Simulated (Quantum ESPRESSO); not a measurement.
# Ga3Sb (I4/mmm) in Quantum ESPRESSO: a series of runs

The runs below take Ga3Sb through single point, equation of state, with LDA.

Everything below comes from runs of Quantum ESPRESSO 7.5. Logs are shortened: lines on timing, memory, paths and dates and some standing lists are left out, and cuts for length are marked.

## 1. Starting point

Symmetry: I4/mmm, No. 139, tetragonal system. Conventional cell: a = 4.318 Å, b = 4.318 Å, c = 9.521 Å, α = 90.00°, β = 90.00°, γ = 90.00°. Sb (site symmetry 4/mmm) has 12 Ga at 3.05 to 3.21 Å as nearest neighbours. Ga (site symmetry 4/mmm) is surrounded by 4 Sb at 3.05 Å and 8 Ga at 3.21 Å. Ga (site symmetry -4m2) is surrounded by 8 Ga at 3.05 to 3.21 Å and 4 Sb at 3.21 Å.

The cell comes from a database or a generator and needn't be the stable form of this composition.

## 2. Single point, LDA, 20.85 Å³/atom

File pw.in:

```
&CONTROL
  calculation = 'scf'
  prefix = 'pwscf'
  outdir = './tmp'
  pseudo_dir = './pseudo'
  tstress = .true.
  disk_io = 'nowf'
/
&SYSTEM
  ibrav = 0
  nat = 4
  ntyp = 2
  ecutwfc = 56
  ecutrho = 448
  nbnd = 48
  occupations = 'smearing'
  smearing = 'fd'
  degauss = 0.00367493
/
&ELECTRONS
  conv_thr = 8d-10
  electron_maxstep = 120
  mixing_beta = 0.5
/
ATOMIC_SPECIES
Sb   121.7600 sb_lda_v1.4.uspp.F.UPF
Ga    69.7230 ga_lda_v1.4.uspp.F.UPF
CELL_PARAMETERS angstrom
  -2.1147295119    2.1147295119    4.6633039972
   2.1147295119   -2.1147295119    4.6633039972
   2.1147295119    2.1147295119   -4.6633039972
ATOMIC_POSITIONS crystal
Sb     0.0000000000    0.0000000000    0.0000000000
Ga     0.5000000000    0.5000000000    0.0000000000
Ga     0.2500000000    0.7500000000    0.5000000000
Ga     0.7500000000    0.2500000000    0.5000000000
K_POINTS automatic
6 6 6 0 0 0
```

Potentials or basis: GBRV 1.5 LDA.

On the command line:

```bash
OMP_NUM_THREADS=1 mpirun -n 2 pw.x -nk 2 -in pw.in > pw.out
```

pw.out:

```text
This program is part of the open-source Quantum ESPRESSO suite
     for quantum simulation of materials; please cite
         "P. Giannozzi et al., J. Phys.:Condens. Matter 21 395502 (2009);
         "P. Giannozzi et al., J. Phys.:Condens. Matter 29 465901 (2017);
         "P. Giannozzi et al., J. Chem. Phys. 152 154105 (2020);
     in publications or presentations arising from this work. More details at

     Message from routine setup:
     using ibrav=0 with symmetry is DISCOURAGED, use correct ibrav instead

     K-points division:     npool     =       2
     Subspace diagonalization in iterative solution of the eigenvalue problem:
     a serial algorithm will be used

     G-vector sticks info
     --------------------
     sticks:   dense  smooth     PW     G-vecs:    dense   smooth      PW
     Sum        3561    1767    599                90035    31785    6185

     Using Slab Decomposition

     bravais-lattice index     =            0
     lattice parameter (alat)  =      10.4689  a.u.
     unit-cell volume          =     562.9372 (a.u.)^3
     number of atoms/cell      =            4
     number of atomic types    =            2
     number of electrons       =        72.00
     number of Kohn-Sham states=           48
     kinetic-energy cutoff     =      56.0000  Ry
     charge density cutoff     =     448.0000  Ry
     scf convergence threshold =      8.0E-10
     mixing beta               =       0.5000
     number of iterations used =            8  plain     mixing
     Exchange-correlation=  SLA  PZ   NOGX NOGC
                           (   1   1   0   0   0   0   0)

     celldm(1)=  10.468906  celldm(2)=   0.000000  celldm(3)=   0.000000
     celldm(4)=   0.000000  celldm(5)=   0.000000  celldm(6)=   0.000000

     crystal axes: (cart. coord. in units of alat)
               a(1) = (  -0.381727   0.381727   0.841766 )
               a(2) = (   0.381727  -0.381727   0.841766 )
               a(3) = (   0.381727   0.381727  -0.841766 )

     reciprocal axes: (cart. coord. in units 2 pi/alat)
               b(1) = ( -0.000000  1.309838  0.593989 )
               b(2) = (  1.309838 -0.000000  0.593989 )
               b(3) = (  1.309838  1.309838  0.000000 )

     PseudoPot. # 1 for Sb read from file:
     sb_lda_v1.4.uspp.F.UPF
     Pseudo is Ultrasoft + core correction, Zval = 15.0
     Generated by new atomic code, or converted to UPF format
     Using radial grid of  891 points,  6 beta functions with:
                l(1) =   0
                l(2) =   0
                l(3) =   1
                l(4) =   1
                l(5) =   2
                l(6) =   2
     Q(r) pseudized with  8 coefficients,  rinner =    1.350   1.350   1.350
                                                       1.350   1.350

     PseudoPot. # 2 for Ga read from file:
     ga_lda_v1.4.uspp.F.UPF
     Pseudo is Ultrasoft + core correction, Zval = 19.0
     Generated by new atomic code, or converted to UPF format
     Using radial grid of  871 points,  6 beta functions with:
                l(1) =   0
                l(2) =   0
                l(3) =   1
                l(4) =   1
                l(5) =   2
                l(6) =   2
     Q(r) pseudized with  8 coefficients,  rinner =    1.250   1.250   1.250
                                                       1.250   1.250

     atomic species   valence    mass     pseudopotential
     Sb               15.00   121.76000     Sb( 1.00)
     Ga               19.00    69.72300     Ga( 1.00)

     16 Sym. Ops., with inversion, found

   Cartesian axes

     site n.     atom                  positions (alat units)
         1        Sb     tau(   1) = (   0.0000000   0.0000000   0.0000000  )
         2        Ga     tau(   2) = (   0.0000000   0.0000000   0.8417658  )
         3        Ga     tau(   3) = (   0.3817266  -0.0000000   0.4208829  )
         4        Ga     tau(   4) = (   0.0000000   0.3817266   0.4208829  )

     number of k points=    30  Fermi-Dirac smearing, width (Ry)=  0.0037
                       cart. coord. in units 2pi/alat
        k(    1) = (   0.0000000   0.0000000   0.0000000), wk =   0.0092593
        k(    2) = (   0.2183064   0.2183064   0.0000000), wk =   0.0370370
        k(    3) = (   0.4366127   0.4366127   0.0000000), wk =   0.0370370
        k(    4) = (  -0.6549191  -0.6549191   0.0000000), wk =   0.0185185
        k(    5) = (   0.2183064  -0.0000000   0.0989982), wk =   0.0740741
        k(    6) = (   0.4366127   0.2183064   0.0989982), wk =   0.1481481
[... 22 lines left out ...]
        k(   29) = (  -1.0915318  -0.2183064  -0.0000000), wk =   0.0370370
        k(   30) = (  -1.3098381  -1.3098381  -0.5939894), wk =   0.0092593

     Dense  grid:    90035 G-vectors     FFT dimensions: (  72,  72,  72)

     Smooth grid:    31785 G-vectors     FFT dimensions: (  50,  50,  50)

     Initial potential from superposition of free atoms

     starting charge      68.0000, renormalised to      72.0000
     Starting wfcs are   45 randomized atomic wfcs +    3 random wfcs

     Self-consistent Calculation

     iteration #  1     ecut=    56.00 Ry     beta= 0.50
     Davidson diagonalization with overlap
     ethr =  1.00E-02,  avg # of iterations =  7.1

     total energy              =   -1404.64409037 Ry
     estimated scf accuracy    <      45.80100381 Ry

     iteration #  2     ecut=    56.00 Ry     beta= 0.50
     Davidson diagonalization with overlap
     ethr =  1.00E-02,  avg # of iterations =  3.0

     total energy              =   -1428.66676818 Ry
     estimated scf accuracy    <      17.20411086 Ry

     iteration #  3     ecut=    56.00 Ry     beta= 0.50
     Davidson diagonalization with overlap
     ethr =  1.00E-02,  avg # of iterations =  2.0

     total energy              =   -1429.52113738 Ry
     estimated scf accuracy    <       2.24627918 Ry

     iteration #  4     ecut=    56.00 Ry     beta= 0.50
     Davidson diagonalization with overlap
     ethr =  3.12E-03,  avg # of iterations =  2.0

     total energy              =   -1429.37774953 Ry
     estimated scf accuracy    <       0.54524059 Ry

     iteration #  5     ecut=    56.00 Ry     beta= 0.50
     Davidson diagonalization with overlap
     ethr =  7.57E-04,  avg # of iterations =  2.0
[... 29 lines left out ...]
     total energy              =   -1429.46361489 Ry
     estimated scf accuracy    <       0.00000271 Ry

     iteration # 10     ecut=    56.00 Ry     beta= 0.50
     Davidson diagonalization with overlap
     ethr =  3.76E-09,  avg # of iterations =  2.7

     total energy              =   -1429.46361581 Ry
     estimated scf accuracy    <       0.00000036 Ry

     iteration # 11     ecut=    56.00 Ry     beta= 0.50
     Davidson diagonalization with overlap
     ethr =  5.03E-10,  avg # of iterations =  2.0

     total energy              =   -1429.46361587 Ry
     estimated scf accuracy    <          5.0E-09 Ry

     iteration # 12     ecut=    56.00 Ry     beta= 0.50
     Davidson diagonalization with overlap
     ethr =  6.93E-12,  avg # of iterations =  4.7

     End of self-consistent calculation

          k = 0.0000 0.0000 0.0000 (  4029 PWs)   bands (ev):

   -82.9981 -82.9902 -82.9902 -82.9707 -82.9705 -82.9670 -82.9670 -82.9652
   -82.9652 -17.9477 -17.9395 -17.9395 -17.9273 -17.9259  -3.9315  -3.8811
    -3.8610  -3.8190  -3.8190  -3.8107  -3.8107  -3.7965  -3.7864  -3.7663
    -3.7026  -3.6854  -3.6854  -3.6676  -3.5918  -0.9262   5.6103   6.9791
     8.0811   9.1899   9.1899   9.2075  10.7115  10.7115  12.0281  12.2736
    15.6637  15.6637  19.1509  19.4148  21.0906  21.2461  21.2461  23.3039

          k = 0.2183 0.2183 0.0000 (  3987 PWs)   bands (ev):

   -82.9981 -82.9902 -82.9902 -82.9707 -82.9705 -82.9670 -82.9665 -82.9657
   -82.9652 -17.9467 -17.9400 -17.9398 -17.9280 -17.9236  -3.9055  -3.8587
    -3.8436  -3.8332  -3.8195  -3.8078  -3.8076  -3.7796  -3.7696  -3.7554
    -3.7204  -3.7147  -3.6913  -3.6859  -3.6272  -0.4904   5.2187   7.1395
     7.3953   7.5437   7.9245   9.0421  11.4337  12.5383  13.3359  14.2127
    14.4631  16.2038  18.0234  18.7955  19.6776  21.3776  21.6524  21.7810

          k = 0.4366 0.4366 0.0000 (  3976 PWs)   bands (ev):

   -82.9981 -82.9902 -82.9902 -82.9706 -82.9706 -82.9671 -82.9666 -82.9656
   -82.9652 -17.9450 -17.9409 -17.9405 -17.9299 -17.9189  -3.9012  -3.8606
    -3.8329  -3.8221  -3.8115  -3.8014  -3.7990  -3.7895  -3.7550  -3.7405
    -3.7271  -3.7242  -3.7135  -3.7077  -3.6471   0.7502   4.3091   6.2403
     6.5765   7.0230   7.1958   8.9897   9.3017  13.8899  14.9055  16.2298
    16.8930  17.3157  17.3694  17.8098  20.8481  21.0891  21.3800  21.6043

          k =-0.6549-0.6549 0.0000 (  3958 PWs)   bands (ev):

   -82.9981 -82.9902 -82.9902 -82.9706 -82.9706 -82.9671 -82.9671 -82.9651
   -82.9651 -17.9442 -17.9413 -17.9408 -17.9311 -17.9166  -3.9178  -3.8562
    -3.8551  -3.8278  -3.8242  -3.8157  -3.8093  -3.7937  -3.7475  -3.7416
    -3.7152  -3.7104  -3.6902  -3.6865  -3.6489   1.8670   4.1712   5.1818
     5.8110   6.0892   6.7550  10.4377  11.0078  11.2982  12.0884  17.8079
    17.8277  19.2762  19.4656  20.1940  20.6419  22.1084  22.1211  22.8037
[... 210 lines left out ...]
   -82.9981 -82.9902 -82.9902 -82.9707 -82.9705 -82.9665 -82.9665 -82.9657
   -82.9657 -17.9463 -17.9408 -17.9393 -17.9282 -17.9223  -3.8804  -3.8630
    -3.8602  -3.8408  -3.8300  -3.8176  -3.7927  -3.7630  -3.7357  -3.7343
    -3.7317  -3.6978  -3.6952  -3.6895  -3.6814   0.7484   2.8954   3.5309
     8.0857   8.9752  10.9172  11.4693  13.3753  13.3761  13.6808  14.0262
    14.6146  15.1315  15.6485  16.8921  17.1096  18.8519  18.9673  22.4382

          k =-1.0915-0.2183-0.0000 (  3976 PWs)   bands (ev):

   -82.9981 -82.9902 -82.9902 -82.9707 -82.9705 -82.9670 -82.9665 -82.9657
   -82.9652 -17.9466 -17.9399 -17.9398 -17.9280 -17.9237  -3.9006  -3.8846
    -3.8828  -3.8718  -3.8312  -3.8146  -3.8049  -3.7601  -3.7354  -3.7196
    -3.7057  -3.7036  -3.6863  -3.6738  -3.6317   0.4635   2.4191   5.3369
     6.0261  10.7245  10.7449  12.3376  12.4416  13.5863  13.6284  13.8046
    14.0679  16.0721  16.1059  17.4152  18.5006  19.4349  19.7664  20.0065

          k =-1.3098-1.3098-0.5940 (  3976 PWs)   bands (ev):

   -82.9981 -82.9902 -82.9902 -82.9707 -82.9705 -82.9670 -82.9670 -82.9652
   -82.9652 -17.9475 -17.9394 -17.9394 -17.9273 -17.9260  -3.9229  -3.9169
    -3.8940  -3.8940  -3.8359  -3.8303  -3.7950  -3.7541  -3.7212  -3.7212
    -3.6900  -3.6900  -3.6699  -3.6669  -3.5918   0.0717   1.9404   7.3066
     7.9629   7.9629   8.6576  13.2474  13.7587  13.7587  15.0238  15.2489
    15.5553  17.0567  17.0567  17.5126  17.7957  17.7958  17.8964  18.3572

     the Fermi energy is    11.0395 ev

!    total energy              =   -1429.46361587 Ry
     estimated scf accuracy    <          4.4E-10 Ry
     smearing contrib. (-TS)   =      -0.00077658 Ry
     internal energy E=F+TS    =   -1429.46283930 Ry

     The total energy is F=E-TS. E is the sum of the following terms:
     one-electron contribution =   -1104.14861064 Ry
     hartree contribution      =     583.91182672 Ry
     xc contribution           =    -186.47787212 Ry
     ewald contribution        =    -722.74818326 Ry

     convergence has been achieved in  12 iterations

     Computing stress (Cartesian axis) and pressure

          total   stress  (Ry/bohr**3)                   (kbar)     P=      -17.37
  -0.00005467   0.00000000   0.00000000           -8.04        0.00        0.00
   0.00000000  -0.00005467   0.00000000            0.00       -8.04        0.00
   0.00000000   0.00000000  -0.00024494            0.00        0.00      -36.03

=------------------------------------------------------------------------------=
   JOB DONE.
=------------------------------------------------------------------------------=
```

Wall time 1.9 min (2 MPI ranks of Arm Neoverse V1, shared host); peak memory 0.54 GiB.

Results:

| Item | Value |
| --- | --- |
| Free energy | -19448.8433 eV |
| Pressure | -1.7 GPa |
| Band gap on the k mesh | none (metal or under the smearing width) |

Caveat: the k mesh is coarse.

## 3. Single point, LDA, 21.30 Å³/atom

pw.in, as its differences from that of step 2:

```diff
@@ -28,5 +28,5 @@
 CELL_PARAMETERS angstrom
-  -2.1147295119    2.1147295119    4.6633039972
-   2.1147295119   -2.1147295119    4.6633039972
-   2.1147295119    2.1147295119   -4.6633039972
+  -2.1296224639    2.1296224639    4.6961452482
+   2.1296224639   -2.1296224639    4.6961452482
+   2.1296224639    2.1296224639   -4.6961452482
 ATOMIC_POSITIONS crystal
```

Potentials or basis: GBRV 1.5 LDA.

On the command line:

```bash
OMP_NUM_THREADS=1 mpirun -n 2 pw.x -nk 2 -in pw.in > pw.out
```

Wall time 2.4 min (2 MPI ranks of Arm Neoverse V1, shared host); peak memory 0.56 GiB.

The run converged. Its results:

```
Free energy            : -19448.8187 eV
Pressure               : -2.8 GPa
Band gap on the k mesh : none (metal or under the smearing width)
```

Caveat: the k mesh is coarse.

## 4. Single point, LDA, 21.74 Å³/atom

pw.in, as its differences from that of step 3:

```diff
@@ -28,5 +28,5 @@
 CELL_PARAMETERS angstrom
-  -2.1296224639    2.1296224639    4.6961452482
-   2.1296224639   -2.1296224639    4.6961452482
-   2.1296224639    2.1296224639   -4.6961452482
+  -2.1443099795    2.1443099795    4.7285334803
+   2.1443099795   -2.1443099795    4.7285334803
+   2.1443099795    2.1443099795   -4.7285334803
 ATOMIC_POSITIONS crystal
```

On the command line:

```bash
OMP_NUM_THREADS=1 mpirun -n 2 pw.x -nk 2 -in pw.in > pw.out
```

It took 2.6 min on 2 MPI ranks of Arm Neoverse V1, shared host; peak memory 0.56 GiB.

It converged, with:

```
Free energy            : -19448.7832 eV
Pressure               : -3.7 GPa
Band gap on the k mesh : none (metal or under the smearing width)
```

Caveat: the k mesh is coarse.

## 5. Single point, LDA, 22.19 Å³/atom

pw.in, as its differences from that of step 4:

```diff
@@ -28,5 +28,5 @@
 CELL_PARAMETERS angstrom
-  -2.1443099795    2.1443099795    4.7285334803
-   2.1443099795   -2.1443099795    4.7285334803
-   2.1443099795    2.1443099795   -4.7285334803
+  -2.1587990000    2.1587990000    4.7604840000
+   2.1587990000   -2.1587990000    4.7604840000
+   2.1587990000    2.1587990000   -4.7604840000
 ATOMIC_POSITIONS crystal
```

On the command line:

```bash
OMP_NUM_THREADS=1 mpirun -n 2 pw.x -nk 2 -in pw.in > pw.out
```

Run time: 2.2 min. Hardware: 2 MPI ranks of Arm Neoverse V1, shared host; peak memory 0.58 GiB.

It converged, with:

| Quantity | Value |
| --- | --- |
| Free energy | -19448.7382 eV |
| Pressure | -4.6 GPa |
| Band gap on the k mesh | none (metal or under the smearing width) |

Caveat: the k mesh is coarse.

## 6. Single point, LDA, 22.63 Å³/atom

pw.in, as its differences from that of step 5:

```diff
@@ -28,5 +28,5 @@
 CELL_PARAMETERS angstrom
-  -2.1587990000    2.1587990000    4.7604840000
-   2.1587990000   -2.1587990000    4.7604840000
-   2.1587990000    2.1587990000   -4.7604840000
+  -2.1730960988    2.1730960988    4.7920113029
+   2.1730960988   -2.1730960988    4.7920113029
+   2.1730960988    2.1730960988   -4.7920113029
 ATOMIC_POSITIONS crystal
```

Potentials or basis: GBRV 1.5 LDA.

On the command line:

```bash
OMP_NUM_THREADS=1 mpirun -n 2 pw.x -nk 2 -in pw.in > pw.out
```

It took 2.5 min on 2 MPI ranks of Arm Neoverse V1, shared host; peak memory 0.58 GiB.

The run converged. Its results:

```
Free energy            : -19448.6848 eV
Pressure               : -5.2 GPa
Band gap on the k mesh : none (metal or under the smearing width)
```

Caveat: the k mesh is coarse.

## 7. Single point, LDA, 23.07 Å³/atom

pw.in, as its differences from that of step 6:

```diff
@@ -28,5 +28,5 @@
 CELL_PARAMETERS angstrom
-  -2.1730960988    2.1730960988    4.7920113029
-   2.1730960988   -2.1730960988    4.7920113029
-   2.1730960988    2.1730960988   -4.7920113029
+  -2.1872075078    2.1872075078    4.8231291313
+   2.1872075078   -2.1872075078    4.8231291313
+   2.1872075078    2.1872075078   -4.8231291313
 ATOMIC_POSITIONS crystal
```

On the command line:

```bash
OMP_NUM_THREADS=1 mpirun -n 2 pw.x -nk 2 -in pw.in > pw.out
```

Run time: 2.4 min. Hardware: 2 MPI ranks of Arm Neoverse V1, shared host; peak memory 0.6 GiB.

Results (log left out):

```yaml
Free_energy: -19448.6241 eV
Pressure: -5.9 GPa
Band_gap_on_the_k_mesh: none (metal or under the smearing width)
```

Caveat: the k mesh is coarse.

## 8. Single point, LDA, 23.52 Å³/atom

pw.in, as its differences from that of step 7:

```diff
@@ -28,5 +28,5 @@
 CELL_PARAMETERS angstrom
-  -2.1872075078    2.1872075078    4.8231291313
-   2.1872075078   -2.1872075078    4.8231291313
-   2.1872075078    2.1872075078   -4.8231291313
+  -2.2011391414    2.2011391414    4.8538505273
+   2.2011391414   -2.2011391414    4.8538505273
+   2.2011391414    2.2011391414   -4.8538505273
 ATOMIC_POSITIONS crystal
```

On the command line:

```bash
OMP_NUM_THREADS=1 mpirun -n 2 pw.x -nk 2 -in pw.in > pw.out
```

It took 2.5 min on 2 MPI ranks of Arm Neoverse V1, shared host; peak memory 0.6 GiB.

The run converged. Its results:

```
Free energy            : -19448.5569 eV
Pressure               : -6.4 GPa
Band gap on the k mesh : none (metal or under the smearing width)
```

Caveat: the k mesh is coarse.

## 9. Equation of state, LDA

Potentials or basis: GBRV 1.5 LDA.

This step only gathers the single runs of the series.

Results:

```yaml
Equilibrium_volume: "20.24 Å³/atom (rough: see the caveat)"
Bulk_modulus_at_fixed_shape_and_positions: 61 GPa (rough)
```

Energy against volume, from the lowest point:
| volume (Å³/atom) | energy (meV/atom) |
| --- | --- |
| 20.855 | 0.00 |
| 21.298 | 6.16 |
| 21.742 | 15.02 |
| 22.186 | 26.27 |
| 22.630 | 39.62 |
| 23.073 | 54.81 |
| 23.517 | 71.59 |

Caveat: the k mesh is coarse; the minimum lies outside the volumes run; the cell was scaled at fixed shape and fractional positions, which overstates the stiffness of a crystal with free parameters, most of all of layers and chains. The run has no spin-orbit coupling, so splittings on Sb are missing.
